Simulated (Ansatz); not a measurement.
# Ti: the cost of one run

Computed with Ansatz 0.2.0 (DFT PBE+D3(BJ), scalar-relativistic, plane waves, PAW, unless a step's input says otherwise).

### 1 The starting structure

Symmetry: P6_3/mmc, No. 194, hexagonal system. The conventional cell has a = 2.936 Å, b = 2.936 Å, c = 4.641 Å, α = 90.00°, β = 90.00°, γ = 120.00°. Ti (site symmetry -6m2) has 12 Ti at 2.87 to 2.94 Å as nearest neighbours.

Coordinates:

```cif
data_structure
_symmetry_space_group_name_H-M 'P 1'
_symmetry_Int_Tables_number 1
_cell_length_a 2.9357
_cell_length_b 2.9357
_cell_length_c 4.6409
_cell_angle_alpha 90.000
_cell_angle_beta 90.000
_cell_angle_gamma 120.000
_cell_volume 34.64
loop_
_atom_site_label
_atom_site_type_symbol
_atom_site_fract_x
_atom_site_fract_y
_atom_site_fract_z
_atom_site_occupancy
Ti1 Ti 0.33333 0.66667 0.25000 1
Ti2 Ti 0.66667 0.33333 0.75000 1
```

The structure comes from the Materials Project (structure only).

(A quick probe on a coarse mesh, which set the mesh and smearing, is not shown.)

### 3 Relaxing cell and atoms

File input.yaml:

```yaml
crystal:
  lattice:
    - [2.9357319231, 0.0, 0.0]
    - [-1.4678659615, 2.5424184241, 0.0]
    - [0.0, 0.0, 4.64085615]
  atoms:
    - { symbol: Ti, position: [0.33333333, 0.66666667, 0.25] }
    - { symbol: Ti, position: [0.66666667, 0.33333333, 0.75] }
basis:
  ecutwfc: 420
kpoints:
  mp_grid: { grid: [18, 18, 10] }
hamiltonian:
  xc: pbe
  dispersion: d3bj
scf:
  occupations: { method: gaussian, width: 0.1 }
output:
  forces: true
  stress: true
  eigenvalues: true
relax:
  adjacent_minimum: "off"
  f_tol: 0.005
  max_steps: 80
  cell: { stress_tol: 0.05 }
```

**Question.** How long does this run take on 2 threads of an Arm CPU, shared host, and how much memory does it need?

About 17 s, with a peak of 0.41 GiB.
